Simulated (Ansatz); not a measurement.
# ClW: the cost of one run

Program: Ansatz 0.2.0, Gaussian basis. Level of theory: def2-TZVPP, core rule «outside noble gas», up to 9 orbitals frozen. These are calculated values, not measurements.

The runs, in order: UHF; CCSD(T) on RHF; CCSD(T) on UHF; CCSDT(Q) on RHF; CCSDT(Q) on UHF.

5 further runs of the same task are left out: 2 for a known fault of the program, 3 set aside as unsound or not needed.

## (1) The system

The geometry is a PBE0/def2-TZVP stationary point (not a proven minimum). No spin-orbit coupling is included. Elements past krypton take def2 core potentials.

2 atoms, charge 1, spin multiplicity 1.

Atoms are counted from 1 here; the program's logs count them from 0.

Bond lengths: W1–Cl2 2.084 Å.

## (2) UHF

in.yaml reads:

```yaml
crystal:
  periodic: [false, false, false]
  atoms:
    - {symbol: W, position_ang: [0.000000, 0.000000, 0.000000]}
    - {symbol: Cl, position_ang: [0.000000, 0.000000, 2.083600]}
basis:
  gaussian: {orbitals: def2-TZVPP}
total_charge: 1
magnetization: {spin_polarized: true, initial_magnetization: 0}
hamiltonian: {xc: hf}
output: {orbitals: {seedname: orbitals}}
```

The run is started by

```console
$ ansatz run in.yaml --threads 1 --pin off --events-out ev --progress --plain --max-ram 2816MiB --backend cpu
```

**Question.** How long does this run take on 1 thread of AMD EPYC 7R13, shared host, and how much memory does it need?

About 16 s, with a peak of 0.27 GiB.
